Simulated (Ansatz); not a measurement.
# F3H3W: molecular dynamics

Purpose: to follow the molecule's vibrations and see whether its bonds hold. The start is relaxed first. Runs: 500 steps of 0.25 fs at constant energy, with velocities drawn for 50 K.

Method: RHF/def2-SVP, in Ansatz 0.2.0.

**1. Starting point**

Bond lengths: W1–H2 1.720 Å, W1–F3 1.850 Å, W1–F4 1.850 Å, W1–H5 1.720 Å, W1–F6 1.850 Å, W1–H7 1.720 Å. Angles (14 of 15 angles, heavy atoms first): F3–W1–F4 90.0°, F3–W1–F6 90.0°, F4–W1–F6 180.0°, H2–W1–F3 90.0°, H2–W1–F4 90.0°, H2–W1–F6 90.0°, F3–W1–H5 180.0°, F3–W1–H7 90.0°, F4–W1–H5 90.0°, F4–W1–H7 90.0°, H5–W1–F6 90.0°, F6–W1–H7 90.0°, H2–W1–H5 90.0°, H2–W1–H7 180.0°.

Coordinates:

```xyz
7

W     0.0000    0.0000    0.0000
H     0.0000    0.0000    1.7200
F     1.8500    0.0000    0.0000
F     0.0000    1.8500    0.0000
H    -1.7200    0.0000    0.0000
F     0.0000   -1.8500    0.0000
H     0.0000    0.0000   -1.7200
```

**2. Relaxing the start**

File input.yaml:

```yaml
crystal:
  periodic: [false, false, false]
  atoms:
    - { symbol: W, position_ang: [0.0, 0.0, 0.0] }
    - { symbol: H, position_ang: [0.0, 0.0, 1.72] }
    - { symbol: F, position_ang: [1.85, 0.0, 0.0] }
    - { symbol: F, position_ang: [0.0, 1.85, 0.0] }
    - { symbol: H, position_ang: [-1.72, 0.0, 0.0] }
    - { symbol: F, position_ang: [0.0, -1.85, 0.0] }
    - { symbol: H, position_ang: [0.0, 0.0, -1.72] }
basis:
  gaussian: { orbitals: def2-SVP }
hamiltonian:
  xc: hf
relax:
  f_tol: 0.02
  max_steps: 40
```

Started as:

```
ansatz run input.yaml --threads 1 --pin off --max-ram 2048MiB --backend cpu --events-out ev --progress --plain --runs-dir out
```

Further steps of the session: Dynamics.

Before running it: what results should come out? Wanted: relaxation of the start; temperature, first and last step; temperature, second half; potential energy, second half; largest change of the total energy; bonds formed or broken; pieces by a distance rule, start and end.

**Answer**, as computed:

| quantity | value |
| --- | --- |
| relaxation of the start | 8 moves, 2.888 eV lower |
| length | 500 steps of 0.25 fs |
| temperature, first and last step | 50 and 344 K |
| temperature, second half | mean 419 K, from 317 to 512 K |
| potential energy, second half | -34 meV/atom from the start |
| largest change of the total energy | 0.04 meV/atom |
| bonds formed or broken | 1 |
| pieces by a distance rule, start and end | F3H3W → F3H3W |

The temperature starts at 50 K and averages 419 K in the second half, where it ranges from 317 to 512 K; the forces at the start vanish, yet the potential energy falls by 34 meV/atom, so the start was an unstable point that the random velocities left. The total energy strays from its start by at most 0.04 meV/atom, 0.2 % of the mean kinetic energy, which is good for a step of 0.25 fs. Bonds change: the first event comes at 49.0 fs (H2–H5 forms). 125 fs on 7 atoms is far too short and small for converged averages. The nuclei move classically, without zero-point motion, which matters most for hydrogen.
